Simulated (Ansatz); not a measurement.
# NiO: the cost of one run

Method: DFT PBE+U, scalar-relativistic, plane waves, PAW, in Ansatz 0.2.0.

## 1. The starting structure

Symmetry: R-3m, No. 166, trigonal system. Conventional cell: a = 2.954 Å, b = 2.954 Å, c = 7.162 Å, α = 90.00°, β = 90.00°, γ = 120.00°. Ni (site symmetry -3m) has 6 O at 2.08 Å as nearest neighbours. Around O (site symmetry -3m) lie 6 Ni at 2.08 Å.

Coordinates:

```
Ni O
1.0
     2.06065    2.06065    4.14915
     4.14915    2.06065    2.06065
     2.06065    4.14915    2.06065
Ni O
2 2
Direct
  0.00000 0.00000 0.00000
  0.50000 0.50000 0.50000
  0.25000 0.25000 0.25000
  0.75000 0.75000 0.75000
```

## 2. Single point: NiO, moments +−

Contents of input.yaml:

```yaml
crystal:
  lattice:
    - [2.06065333, 2.06065333, 4.14915333]
    - [4.14915333, 2.06065333, 2.06065333]
    - [2.06065333, 4.14915333, 2.06065333]
  atoms:
    - { symbol: Ni, position: [0.0, 0.0, 0.0], spin: 1.7 }
    - { symbol: Ni, position: [0.5, 0.5, 0.5], spin: -1.7 }
    - { symbol: O, position: [0.25, 0.25, 0.25] }
    - { symbol: O, position: [0.75, 0.75, 0.75] }
magnetization:
  spin_polarized: true
scf:
  occupations: { method: fixed }
output:
  stress: true
  populations: true
  write_density: true
  write_potential: true
  elf: true
  volumetric_format: npy
hamiltonian:
  xc: pbe
  hubbard: { sites: [{ species: Ni, l: d, u_eff: 7.0 }] }
kpoints:
  mp_grid: { grid: [8, 8, 8] }
```

Launch:

```console
$ ansatz run input.yaml --threads 8 --pin off --max-ram 18432MiB --backend cpu --events-out ev --progress --plain --runs-dir out
```

What time and memory should one allow on 8 threads of Intel Xeon Platinum 8259CL at 2.50GHz (Skylake/Cascade Lake), shared host?

About 2.6 s, with a peak of 0.53 GiB.
